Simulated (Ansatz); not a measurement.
**Zn3GeO: a trial structure relaxed**

Aim: relax a trial structure of Zn3GeO and see where it ends.

Computed with Ansatz 0.2.0 (DFT PBE, scalar-relativistic, plane waves, PAW, unless a step's input says otherwise).

## 1. Starting point

Symmetry: P4/mmm, No. 123, tetragonal system. The conventional cell has a = 3.500 Å, b = 3.500 Å, c = 5.863 Å, α = 90.00°, β = 90.00°, γ = 90.00°. Zn (site symmetry 4mm) is surrounded by 1 Ge at 1.91 Å and 1 Zn at 2.05 Å. Zn (site symmetry 4/mmm) has 8 Zn at 2.68 Å and 2 O at 2.93 Å as nearest neighbours. Ge (site symmetry 4/mmm) is surrounded by 2 Zn at 1.91 Å and 4 O at 2.47 Å. Around O (site symmetry 4/mmm) lie 4 Ge at 2.47 Å and 2 Zn at 2.93 Å.

As a file:

```
CELL_PARAMETERS angstrom
3.49996 0.00000 0.00000
0.00000 3.49996 0.00000
0.00000 0.00000 5.86262
ATOMIC_POSITIONS crystal
Zn 0.00000 0.00000 0.82545
Zn 0.00000 0.00000 0.17455
Zn 0.50000 0.50000 0.00000
Ge 0.00000 0.00000 0.50000
O 0.50000 0.50000 0.50000
```

A structure generator made this guess: random cell by space group and Wyckoff sites (P4/mmm, No. 123). The dimensions are guesses.

## 2. The guess as it stands, on a coarse mesh

Input file input.yaml:

```yaml
crystal:
  lattice:
    - [3.4999638, 0.0, 0.0]
    - [0.0, 3.4999638, 0.0]
    - [0.0, 0.0, 5.86261829]
  atoms:
    - { symbol: Zn, position: [0.0, 0.0, 0.82544584] }
    - { symbol: Zn, position: [0.0, 0.0, 0.17455416] }
    - { symbol: Zn, position: [0.5, 0.5, 0.0] }
    - { symbol: Ge, position: [0.0, 0.0, 0.5] }
    - { symbol: O, position: [0.5, 0.5, 0.5] }
basis:
  ecutwfc: 420
kpoints:
  mp_grid: { grid: [6, 6, 4] }
hamiltonian:
  xc: pbe
scf:
  occupations: { method: gaussian, width: 0.1 }
  lower_state_search: "off"
output:
  forces: true
  stress: true
  eigenvalues: true
```

Started as:

```sh
ansatz run input.yaml --threads 1 --pin off --max-ram 2560MiB --backend cpu --events-out ev --progress --plain --runs-dir out
```

Further runs follow: rough relaxation on the coarse mesh; full relaxation.

Q: Predict the outcome of this session. Wanted: conventional cell; volume; energy over the elements; gap on the mesh.

The runs gave:

| quantity | value |
| --- | --- |
| symmetry at the end (tolerance 0.05 Å) | space group P4/mmm (No. 123) |
| conventional cell | a = 3.034 Å, b = 3.034 Å, c = 8.374 Å, α = 90.00°, β = 90.00°, γ = 90.00° |
| volume | 15.41 Å³/atom |
| energy over the elements (uncorrected; H, N, O, F and Cl as molecules) | -0.17 eV/atom |
| gap on the mesh | none (metal) |

The space group P4/mmm (No. 123) is kept, and the volume per atom grows by 7.3 % from the first guess. A negative formation energy is needed for stability but isn't enough; other structures and compounds were not set against it here. No finished test with a distortion of lower symmetry is shown, so the end may be a saddle point.
